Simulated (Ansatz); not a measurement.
# NbTe under changes of volume

One of the cells (21.934 Å³/atom); the others are scaled copies at fixed shape and fractional positions:

```
CELL_PARAMETERS angstrom
3.70297 0.00000 0.00000
-1.85149 3.20687 0.00000
0.00000 0.00000 3.69421
ATOMIC_POSITIONS crystal
Te 0.66667 0.33333 0.00000
Nb 0.00000 0.00000 0.50000
```

The cell comes from a database or a generator and needn't be the stable form of this composition.

```yaml
Program: Ansatz 0.2.0
Functional: PBE
Potentials_or_basis: Ansatz NC
Cutoff: "1120 eV (not typed: the program's choice for these potentials)"
k_mesh: 8 × 8 × 7
Occupations: fermi-dirac, width 0.05 eV
Spin: no spin polarisation
```

```csv
volume (Å³/atom),energy over the lowest point (meV/atom),pressure (GPa)
20.618,27.79,7.9
21.057,10.64,4.7
21.496,1.67,1.9
21.934,0.00,-0.6
22.373,?,?
22.812,15.52,-4.8
23.250,31.37,-6.6
```

Task: What does the run at 22.373 Å³/atom give?

Result: Energy over the lowest point 4.85 meV/atom; pressure -2.8 GPa.

Worked out: A Birch-Murnaghan fit of order 3 (a polynomial in V^(-2/3)) to the other rows has its minimum at 21.82 Å³/atom with B0 = V·E''(V) = 122 GPa and B' = 4.6 at fixed shape and positions, which overstates the stiffness. It gives 4.84 meV/atom at 22.373 Å³/atom, against the run's 4.85, and -dE/dV = -2.9 GPa, against -2.8.

Energies are extrapolated to zero smearing.
